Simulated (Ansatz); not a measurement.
# AlBH₄Te (SMILES B[Te][AlH2]): functionals against CCSD(T) at one geometry

The atoms stand at a structure displaced at random from a GFN2-xTB minimum. How far do the functionals agree with CCSD(T) there?

Method: single points in def2-TZVPP; program: Ansatz 0.2.0, Gaussian basis.

Cores are frozen in the correlated methods. Filled d shells of the heavier atoms are correlated. Core potentials replace the inner electrons past krypton, and spin-orbit coupling is left out.

## Step 1: The starting structure

SMILES `B[Te][AlH2]`, 7 atoms, charge 0, spin multiplicity 1.

Atoms are counted from 1 here; the program's logs count them from 0.

Bond lengths: B1–Te2 2.270 Å, B1–H4 1.382 Å, B1–H5 0.989 Å, Te2–Al3 2.873 Å, Al3–H6 1.528 Å, Al3–H7 1.452 Å. Angles: Te2–B1–H4 119.6°, Te2–B1–H5 120.1°, H4–B1–H5 118.3°, B1–Te2–Al3 71.5°, Te2–Al3–H6 123.2°, Te2–Al3–H7 120.8°, H6–Al3–H7 114.9°.

Coordinates:

```tsv
atom	x (Å)	y (Å)	z (Å)
B1	-1.27490	-0.65420	-0.53670
Te2	-0.30840	0.88510	-1.89720
Al3	1.32570	0.58270	0.44690
H4	-2.33730	-1.40570	-1.00340
H5	-0.80380	-0.96320	0.27590
H6	2.48760	-0.40620	0.53420
H7	0.92430	1.16920	1.71350
```

## Step 2: CCSD(T)/def2-TZVPP

File run/in.yaml:

```yaml
crystal:
  periodic: [false, false, false]
  atoms:
    - {symbol: B, position_ang: [-1.274900, -0.654200, -0.536700]}
    - {symbol: Te, position_ang: [-0.308400, 0.885100, -1.897200]}
    - {symbol: Al, position_ang: [1.325700, 0.582700, 0.446900]}
    - {symbol: H, position_ang: [-2.337300, -1.405700, -1.003400]}
    - {symbol: H, position_ang: [-0.803800, -0.963200, 0.275900]}
    - {symbol: H, position_ang: [2.487600, -0.406200, 0.534200]}
    - {symbol: H, position_ang: [0.924300, 1.169200, 1.713500]}
basis:
  gaussian: {orbitals: def2-TZVPP}
correlation: {method: ccsd_t}
output: {forces: true}
```

The command line of these runs was not kept.

## Step 3: PBE0-D4/def2-TZVPP

Changes to run/in.yaml since step 2:

```diff
@@ -12,3 +12,3 @@
   gaussian: {orbitals: def2-TZVPP}
-correlation: {method: ccsd_t}
-output: {forces: true}
+hamiltonian: {xc: pbe0, dispersion: d4}
+output: {forces: true, orbitals: {seedname: orbitals}}
```

## Step 4: wB97M-V/def2-TZVPP

Changes to run/in.yaml since step 3:

```diff
@@ -12,3 +12,3 @@
   gaussian: {orbitals: def2-TZVPP}
-hamiltonian: {xc: pbe0, dispersion: d4}
-output: {forces: true, orbitals: {seedname: orbitals}}
+hamiltonian: {xc: {name: wB97M-V}}
+output: {forces: true}
```

## Step 5: r2SCAN-D4/def2-TZVPP

Changes to run/in.yaml since step 4:

```diff
@@ -12,3 +12,3 @@
   gaussian: {orbitals: def2-TZVPP}
-hamiltonian: {xc: {name: wB97M-V}}
+hamiltonian: {xc: r2scan, dispersion: d4}
 output: {forces: true}
```

## Step 6: PBE-D4/def2-TZVPP

Changes to run/in.yaml since step 5:

```diff
@@ -12,3 +12,3 @@
   gaussian: {orbitals: def2-TZVPP}
-hamiltonian: {xc: r2scan, dispersion: d4}
+hamiltonian: {xc: pbe, dispersion: d4}
 output: {forces: true}
```

## Step 7: CAM-B3LYP-D4/def2-TZVPP

Changes to run/in.yaml since step 6:

```diff
@@ -12,3 +12,3 @@
   gaussian: {orbitals: def2-TZVPP}
-hamiltonian: {xc: pbe, dispersion: d4}
+hamiltonian: {xc: {name: CAM-B3LYP}, dispersion: d4}
 output: {forces: true}
```

## Step 8: HSE06-D4/def2-TZVPP

Changes to run/in.yaml since step 7:

```diff
@@ -12,3 +12,3 @@
   gaussian: {orbitals: def2-TZVPP}
-hamiltonian: {xc: {name: CAM-B3LYP}, dispersion: d4}
+hamiltonian: {xc: hse06, dispersion: d4}
 output: {forces: true}
```

(Steps that only read results are left out.)

What does the calculation give? Wanted: energy less free atoms, CCSD(T)/def2-TZVPP; RMS force component; RMS force error; HOMO and LUMO, PBE0-D4; T1 diagnostic.

**Answer**, as computed:

```
                                  quantity                                                                                                 value
energy less free atoms, CCSD(T)/def2-TZVPP                                                                                        -1694.5 kJ/mol
                       RMS force component                                                                  3.191 to 3.243 eV/Å over the methods
                           RMS force error  PBE0-D4 0.036, wB97M-V 0.083, r2SCAN-D4 0.040, PBE-D4 0.120, CAM-B3LYP-D4 0.086, HSE06-D4 0.036 eV/Å
                    HOMO and LUMO, PBE0-D4                                                                                    -6.75 and -2.07 eV
                             T1 diagnostic                                                                                                 0.018
```

What this shows: Against CCSD(T) the functionals' energies less atoms differ by -59.3 to -31.3 kJ/mol, PBE-D4 by -52.1 kJ/mol. The reference is not at the basis limit: in triple zeta CCSD(T) underbinds, which counts against methods that bind more; the gaps are no ranking. On forces the order runs from HSE06-D4 to PBE-D4. Frozen-core CCSD(T) forces in triple zeta carry basis errors of their own, and this is one geometry, so small gaps rank nothing.
